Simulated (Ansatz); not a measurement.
**C2H3FGaN: one species, many methods**

How much do the methods differ for C2H3FGaN? The plan is to run it at one geometry with functionals of several rungs and with coupled cluster. The yardstick is the atomisation energy at the CCSD(T) limit.

Computed with Ansatz 0.2.0, Gaussian basis. Level: functionals in def2-TZVPP, the program's frozen cores in correlated methods.

The runs, in order: LDA (SPW92), PBE-D4, revPBE-D4, BLYP-D4, r2SCAN-D4, B97M-V, PBE0-D4, B3LYP-D4, r2SCANh-D4, r2SCAN0-D4, HSE06-D4, BHLYP-D4, CAM-B3LYP-D4, LC-ωPBE, ωB97X-V, ωB97M-V, B2PLYP, PBE-QIDH; CCSD(T)/def2-SVP; CCSD(T)/def2-TZVPP; MP2/def2-QZVPP; extrapolation to the limit; RPA on PBE.

### 1 The geometry

The geometry comes from an earlier relaxation with PBE0-D4 in a triple-zeta def2 set; it is a stationary point, not always the lowest conformer.

SMILES `F[CH]1N=[CH][GaH]1`, 8 atoms, charge 0, spin multiplicity 1.

Atoms are counted from 1 here; the program's logs count them from 0.

Bond lengths: F1–C2 1.370 Å, C2–N3 1.456 Å, C2–Ga5 2.045 Å, C2–H6 1.093 Å, N3–C4 1.281 Å, C4–Ga5 1.992 Å, C4–H7 1.091 Å, Ga5–H8 1.568 Å. Angles: F1–C2–N3 111.4°, F1–C2–Ga5 120.1°, F1–C2–H6 107.7°, N3–C2–Ga5 87.3°, N3–C2–H6 109.0°, Ga5–C2–H6 119.0°, C2–N3–C4 109.0°, N3–C4–Ga5 94.6°, N3–C4–H7 119.1°, Ga5–C4–H7 145.9°, C2–Ga5–C4 67.1°, C2–Ga5–H8 145.6°, C4–Ga5–H8 141.7°.

Coordinates:

```mol
C2H3FGaN
  3D, bonds by distance, orders not assigned

  8  8  0  0  0  0  0  0  0  0999 V2000
   -2.1111   -0.0290    0.4454 F   0  0
   -0.8330    0.4629    0.3948 C   0  0
    0.0961   -0.3958    1.1147 N   0  0
    1.1386   -0.5810    0.3936 C   0  0
    0.3194    0.1540   -1.2663 Ga  0  0
   -0.8384    1.4517    0.8606 H   0  0
    1.9977   -1.0961    0.8254 H   0  0
    0.3228   -0.0239   -2.8240 H   0  0
  1  2  8  0
  2  3  8  0
  3  4  8  0
  4  5  8  0
  2  6  8  0
  4  7  8  0
  5  8  8  0
  2  5  8  0
M  END
```

### 2 LDA

This LDA is Slater exchange with PW92 correlation.

Contents of in.yaml:

```yaml
crystal:
  periodic: [false, false, false]
  atoms:
    - {symbol: F, position_ang: [-2.111061, -0.029019, 0.445446]}
    - {symbol: C, position_ang: [-0.832995, 0.462913, 0.394817]}
    - {symbol: N, position_ang: [0.096107, -0.395752, 1.114744]}
    - {symbol: C, position_ang: [1.138612, -0.581032, 0.393572]}
    - {symbol: Ga, position_ang: [0.319352, 0.153997, -1.266324]}
    - {symbol: H, position_ang: [-0.838365, 1.451691, 0.860580]}
    - {symbol: H, position_ang: [1.997726, -1.096061, 0.825366]}
    - {symbol: H, position_ang: [0.322825, -0.023937, -2.824001]}
basis:
  gaussian: {orbitals: def2-TZVPP}
hamiltonian: {xc: lda}
output: {orbitals: {seedname: orbitals}}
```

After this run come: PBE-D4 (GGA); revPBE-D4 (GGA); BLYP-D4 (GGA); r2SCAN-D4 (meta-GGA); B97M-V (meta-GGA); PBE0-D4 (hybrid); B3LYP-D4 (hybrid); r2SCANh-D4 (hybrid); r2SCAN0-D4 (hybrid); HSE06-D4 (hybrid); BHLYP-D4 (hybrid); CAM-B3LYP-D4 (range-separated); LC-ωPBE (range-separated); ωB97X-V (range-separated); ωB97M-V (range-separated); B2PLYP (double hybrid); PBE-QIDH (double hybrid); CCSD(T) in def2-SVP; CCSD(T) in def2-TZVPP; MP2 in def2-QZVPP; RPA on PBE orbitals.

Before running them: what should the planned runs give, taken together? Wanted: atomisation energy, CCSD(T)/CBS; farthest beyond LDA; mean size of error, GGA; mean size of error, meta-GGA; mean size of error, hybrid; mean size of error, range-separated; mean size of error, double hybrid; gap, smallest and largest; T1 diagnostic.

**Answer**, as computed:

| quantity | value |
| --- | --- |
| atomisation energy, CCSD(T)/CBS | 29.436 eV |
| functionals within 0.294 eV (1.0 %) | BLYP-D4, r2SCAN-D4, B97M-V, B3LYP-D4, r2SCANh-D4, CAM-B3LYP-D4, LC-ωPBE, ωB97X-V, ωB97M-V, PBE-QIDH |
| farthest beyond LDA | BHLYP-D4 (-1.557 eV) |
| mean size of error, GGA | 0.688 eV |
| mean size of error, meta-GGA | 0.151 eV |
| mean size of error, hybrid | 0.526 eV |
| mean size of error, range-separated | 0.150 eV |
| mean size of error, double hybrid | 0.213 eV |
| gap, smallest and largest | 2.56 eV (LDA (SPW92)), 9.37 eV (LC-ωPBE) |
| T1 diagnostic | 0.0152 |
| triples share of the correlation energy | 4.3 % |

LDA overbinds by 5.865 eV (20 %). PBE-D4 is off by +1.416 eV. Double hybrids carry the basis error of their MP2 part in triple zeta, and no dispersion term here, so their miss is partly the set-up's. The rungs range-separated, meta-GGA, double hybrid miss on average by less than the doubt on the reference (0.294 eV), so they tie. Misses under about 0.294 eV are within the doubt on the reference itself, which lacks core-valence correlation, relativity and higher excitations, and its outer-core shells are covered unevenly. Hartree-Fock recovers 65 % of the binding; the rest is correlation. CCSD(T) in def2-SVP is off by -1.803 eV, more than most functionals: a good method in a small basis is no reference. Orbital gaps span 2.6 to 9.4 eV; exact exchange widens them. Correlated methods include outer-core shells of Ga, which these sets cover unevenly.
